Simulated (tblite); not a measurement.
# C5H13FSi3: the cost of one run

Programs: tblite 0.8.0 and PySCF 2.14.0, with density-fitted response routines of our own. Each step states its level of theory. These are calculated values for one molecule in the gas phase, unless marked as measured. Atoms are numbered from 0 throughout.

### 1 Starting geometry

22 atoms, charge 0, multiplicity 1; geometry from: force field or distance geometry start.

Bonds of the start (Å): C0–C1 1.48, C1–C2 1.21, C2–C3 1.47, C3–Si4 1.84, Si4–Si5 2.22, Si4–Si6 2.25, Si4–C7 1.88, C7–F8 1.38, C0–H9 1.09, C0–H10 1.11, C0–H11 1.11, C3–H12 1.12, C3–H13 1.13, Si5–H14 1.47, Si5–H15 1.45, Si5–H16 1.49, Si6–H17 1.48, Si6–H18 1.47, Si6–H19 1.47, C7–H20 1.11, C7–H21 1.11.

### 2 Geometry optimisation with GFN2-xTB

What the job is given:

```
{"job": {"kind": "relax", "xc": "GFN2-xTB", "basis": "xTB"}, "charge": 0, "multiplicity": 1}
C      3.680900     1.242600    -0.585100
C      2.560500     0.319100    -0.275300
C      1.678500    -0.449700     0.017000
C      0.592500    -1.380200     0.335600
Si    -0.984800    -0.441000     0.237900
Si    -0.799000     1.699000     0.809700
Si    -1.889600    -0.557900    -1.819500
C     -2.170100    -1.311600     1.407800
F     -2.881400    -2.214300     0.637400
H      3.747300     1.438200    -1.653500
H      3.565000     2.144000     0.047900
H      4.653100     0.794400    -0.284100
H      0.537100    -2.211800    -0.406500
H      0.775900    -1.834500     1.350500
H      0.160500     1.934100     1.903600
H     -0.486400     2.490600    -0.366300
H     -2.137800     2.130400     1.288400
H     -0.928200    -1.112400    -2.793100
H     -2.294600     0.791400    -2.248000
H     -3.037800    -1.477400    -1.717000
H     -2.806100    -0.570700     1.931900
H     -1.545800    -1.803600     2.179800
```

Started as:

```console
$ OMP_NUM_THREADS=1 python probes_run.py task.json out
```

The driver reads the jobs from task.json and runs them one after another.

**Question.** How long does this first job take on 1 thread of Arm Neoverse N1, shared host, and how much memory does it need?

About 3.7 s, with a peak of 0.18 GiB.
